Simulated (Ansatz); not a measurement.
# Te2Au: relaxed, then solved by several methods

Aim: relax Te2Au, then solve it with and without frozen cores. Methods of the runs shown: PAW, LAPW and crystal datasets. Its runs: cell and atoms relaxed (PAW); the reference run (LAPW, PAW and crystal datasets).

Program: Ansatz 0.2.0. Level of theory: DFT PBEsol, with the methods named in each step. These are calculated values, not measurements.

1 further run of the same task is left out (it didn't finish).

## 1. The system as given

The structure is trigonal, space group P-3m1 (No. 164). The conventional cell has a = 4.078 Å, b = 4.078 Å, c = 5.000 Å, α = 90.00°, β = 90.00°, γ = 120.00°. Te (site symmetry 3m) has 3 Au at 2.77 Å and 3 Te at 3.13 Å as nearest neighbours. Au (site symmetry -3m) is surrounded by 6 Te at 2.77 Å.

As a file:

```cif
data_structure
_symmetry_space_group_name_H-M 'P-3m1'
_symmetry_Int_Tables_number 164
_cell_length_a 4.0780
_cell_length_b 4.0780
_cell_length_c 5.0000
_cell_angle_alpha 90.000
_cell_angle_beta 90.000
_cell_angle_gamma 120.000
_cell_volume 72.01
loop_
_atom_site_label
_atom_site_type_symbol
_atom_site_symmetry_multiplicity
_atom_site_Wyckoff_symbol
_atom_site_fract_x
_atom_site_fract_y
_atom_site_fract_z
_atom_site_occupancy
Te1 Te 2 d 0.66667 0.33333 0.29320 1
Au1 Au 1 a 0.00000 0.00000 0.00000 1
```

The file gives the conventional cell by its symmetry; the runs use the cell typed in the input.

Atoms are numbered in the order of the input: Te1, Te2, Au3.

## 2. Cell and atoms relaxed, PAW

File input.yaml:

```yaml
crystal:
  lattice:
    - [4.078, 0.0, 0.0]
    - [-2.039, 3.5316515966, 0.0]
    - [0.0, 0.0, 5.0]
  atoms:
    - { symbol: Te, position: [0.6666666667, 0.3333333333, 0.2932] }
    - { symbol: Te, position: [0.3333333333, 0.6666666667, 0.7068] }
    - { symbol: Au, position: [0.0, 0.0, 0.0] }
kpoints:
  mp_grid: { grid: [10, 10, 7] }
scf:
  occupations: { method: fermi_dirac, width: 0.05 }
hamiltonian:
  xc: pbesol
  pseudopotentials: { kind: paw }
output:
  forces: true
  stress: true
relax:
  f_tol: 0.005
  max_steps: 50
  cell: {}
```

Command:

```sh
$ ansatz run input.yaml --threads 1 --pin off --max-ram 3072MiB --backend cpu --events-out ev --progress --plain --runs-dir out
```

After this run come: The relaxed cell, LAPW; The relaxed cell, PAW; The relaxed cell, crystal datasets.

What does the calculation give? Wanted: volume, relaxed; gap.

The runs gave:

```
             quantity                  value
volume, relaxed (PAW)  25.331 Å³/atom, P-3m1
           gap (LAPW)                   none
```

In words: Relaxing changes the volume by +5.5 %, to 25.33 Å³/atom. With 91 electrons in the bands of a cell, and no spin, a band must be partly filled: it is a metal at this level. PAW lies less than 0.01 GPa from LAPW in pressure. Spin-orbit coupling is left out, though the cell holds Au; in elements this heavy it can shift bands and gaps by tenths of an eV.
